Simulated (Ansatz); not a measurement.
# BrClH4N2Si: one species, many methods

Aim: compute BrClH4N2Si with functionals from several rungs and with coupled cluster. The yardstick is the atomisation energy at the CCSD(T) limit.

Method: functionals in def2-TZVPP, the program's frozen cores in correlated methods; program: Ansatz 0.2.0, Gaussian basis.

The runs, in order: LDA (SPW92), PBE-D4, revPBE-D4, BLYP-D4, r2SCAN-D4, B97M-V, PBE0-D4, B3LYP-D4, r2SCANh-D4, r2SCAN0-D4, HSE06-D4, BHLYP-D4, CAM-B3LYP-D4, LC-ωPBE, ωB97X-V, ωB97M-V, B2PLYP, PBE-QIDH; CCSD(T)/def2-SVP; CCSD(T)/def2-TZVPP; MP2/def2-QZVPP; extrapolation to the limit; RPA on PBE.

### Step 1. The geometry

The geometry comes from an earlier relaxation with PBE0-D4 in a triple-zeta def2 set; it is a stationary point, not always the lowest conformer.

SMILES `N[Si](N)(Cl)Br`, 9 atoms, charge 0, spin multiplicity 1.

Atoms are counted from 1 here; the program's logs count them from 0.

Bond lengths: N1–Si2 1.690 Å, N1–H6 1.007 Å, N1–H7 1.007 Å, Si2–N3 1.689 Å, Si2–Cl4 2.056 Å, Si2–Br5 2.227 Å, N3–H8 1.008 Å, N3–H9 1.006 Å. Angles: Si2–N1–H6 119.7°, Si2–N1–H7 120.2°, H6–N1–H7 112.4°, N1–Si2–N3 109.0°, N1–Si2–Cl4 104.7°, N1–Si2–Br5 116.6°, N3–Si2–Cl4 116.7°, N3–Si2–Br5 104.5°, Cl4–Si2–Br5 105.8°, Si2–N3–H8 119.9°, Si2–N3–H9 120.6°, H8–N3–H9 112.7°.

### Step 2. LDA

This LDA is Slater exchange with PW92 correlation.

The input, in.yaml:

```yaml
crystal:
  periodic: [false, false, false]
  atoms:
    - {symbol: N, position_ang: [-0.571463, 1.271006, -0.470529]}
    - {symbol: Si, position_ang: [0.239613, -0.204873, -0.327266]}
    - {symbol: N, position_ang: [-0.030681, -0.831734, 1.217811]}
    - {symbol: Cl, position_ang: [-0.437465, -1.326735, -1.911523]}
    - {symbol: Br, position_ang: [2.457286, -0.148100, -0.526476]}
    - {symbol: H, position_ang: [-0.402678, 2.000410, 0.203610]}
    - {symbol: H, position_ang: [-0.804256, 1.635087, -1.379686]}
    - {symbol: H, position_ang: [-0.972815, -0.947934, 1.555584]}
    - {symbol: H, position_ang: [0.610959, -1.493424, 1.621374]}
basis:
  gaussian: {orbitals: def2-TZVPP}
hamiltonian: {xc: lda}
output: {orbitals: {seedname: orbitals}}
```

After this run come: PBE-D4 (GGA); revPBE-D4 (GGA); BLYP-D4 (GGA); r2SCAN-D4 (meta-GGA); B97M-V (meta-GGA); PBE0-D4 (hybrid); B3LYP-D4 (hybrid); r2SCANh-D4 (hybrid); r2SCAN0-D4 (hybrid); HSE06-D4 (hybrid); BHLYP-D4 (hybrid); CAM-B3LYP-D4 (range-separated); LC-ωPBE-D4 (range-separated); ωB97X-V (range-separated); ωB97M-V (range-separated); B2PLYP (double hybrid); PBE-QIDH (double hybrid); CCSD(T) in def2-SVP; CCSD(T) in def2-TZVPP; MP2 in def2-QZVPP; RPA on PBE orbitals.

Before running them: what should the planned runs give, taken together? Wanted: atomisation energy, CCSD(T)/CBS; farthest beyond LDA; mean size of error, GGA; mean size of error, meta-GGA; mean size of error, hybrid; mean size of error, range-separated; mean size of error, double hybrid; gap, smallest and largest; T1 diagnostic.

The runs gave:

| quantity | value |
| --- | --- |
| atomisation energy, CCSD(T)/CBS | 3121.9 kJ/mol |
| functionals within 31.2 kJ/mol (1.0 %) | BLYP-D4, r2SCAN-D4, B97M-V, PBE0-D4, B3LYP-D4, HSE06-D4, CAM-B3LYP-D4, ωB97X-V, ωB97M-V |
| farthest beyond LDA | BHLYP-D4 (-113.4 kJ/mol) |
| mean size of error, GGA | 34.9 kJ/mol |
| mean size of error, meta-GGA | 13.1 kJ/mol |
| mean size of error, hybrid | 47.2 kJ/mol |
| mean size of error, range-separated | 16.3 kJ/mol |
| mean size of error, double hybrid | 54.3 kJ/mol |
| gap, smallest and largest | 5.92 eV (BLYP-D4), 13.34 eV (LC-ωPBE) |
| T1 diagnostic | 0.0083 |
| triples share of the correlation energy | 3.8 % |

What this shows: LDA overbinds by 447.1 kJ/mol (14 %). PBE-D4 misses by +41.5 kJ/mol. Double hybrids carry the basis error of their MP2 part in triple zeta, and no dispersion term here, so their miss is partly the set-up's. The rungs meta-GGA, range-separated miss on average by less than the doubt on the reference (31.2 kJ/mol), so they tie. Misses under about 31.2 kJ/mol are within the doubt on the reference itself, which lacks core-valence correlation, relativity and higher excitations, and its outer-core shells are covered unevenly. All levels share the lack of spin-orbit coupling, which lowers the free heavy atoms and so the true binding. Hartree-Fock recovers 68 % of the binding; the rest is correlation. CCSD(T) in def2-SVP is off by -321.2 kJ/mol, so the small basis spoils what the method gains. Orbital gaps span 5.9 to 13.3 eV; exact exchange widens them. Correlated methods include outer-core shells of Br, which these sets cover unevenly.
